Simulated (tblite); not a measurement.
# C6H10OSSi2: the cost of one run

Programs: tblite 0.8.0 and PySCF 2.14.0, with density-fitted response routines of our own. Each step states its level of theory. These are calculated values for one molecule in the gas phase, unless marked as measured. Atoms count from 0, in the outputs and in this text.

## (1) Starting geometry

20 atoms, charge 0, multiplicity 1; geometry from: force field or distance geometry start.

Bonds of the start (Å): Si0–O1 1.65, O1–C2 1.37, C2–C3 1.41, C3–C4 1.39, C4–C5 1.39, C5–C6 1.40, C6–C7 1.40, C7–S8 1.80, S8–Si9 2.15, C7–C2 1.41, Si0–H10 1.48, Si0–H11 1.49, Si0–H12 1.50, C3–H13 1.09, C4–H14 1.09, C5–H15 1.09, C6–H16 1.09, Si9–H17 1.48, Si9–H18 1.48, Si9–H19 1.48.

## (2) Optimising the geometry with GFN2-xTB

The job: settings as JSON, then the geometry in Å.

```
{"job": {"kind": "relax", "xc": "GFN2-xTB", "basis": "xTB"}, "charge": 0, "multiplicity": 1}
Si    -2.197600    -2.108400     0.320600
O     -0.847000    -1.268400    -0.113400
C     -0.518300     0.052500    -0.225100
C     -1.389900     1.086900     0.175400
C     -1.021700     2.415800     0.034700
C      0.201700     2.742000    -0.546100
C      1.073900     1.732600    -0.957800
C      0.728300     0.387000    -0.786500
S      1.892400    -0.856800    -1.354700
Si     2.718600    -1.612800     0.475500
H     -1.939300    -3.567000     0.309300
H     -3.311800    -1.800800    -0.623200
H     -2.639900    -1.699800     1.695300
H     -2.350200     0.863400     0.628800
H     -1.699400     3.215800     0.349600
H      0.486900     3.785500    -0.660500
H      2.026600     2.002900    -1.402000
H      3.332500    -0.495400     1.229300
H      3.774300    -2.604200     0.149500
H      1.674700    -2.260100     1.298300
```

Launch:

```bash
$ OMP_NUM_THREADS=1 python probes_run.py task.json out
```

This one command runs all jobs of the session in turn.

**Question.** How long does this first job take on 1 thread of Arm Neoverse V2, shared host?

About 1.4 s.
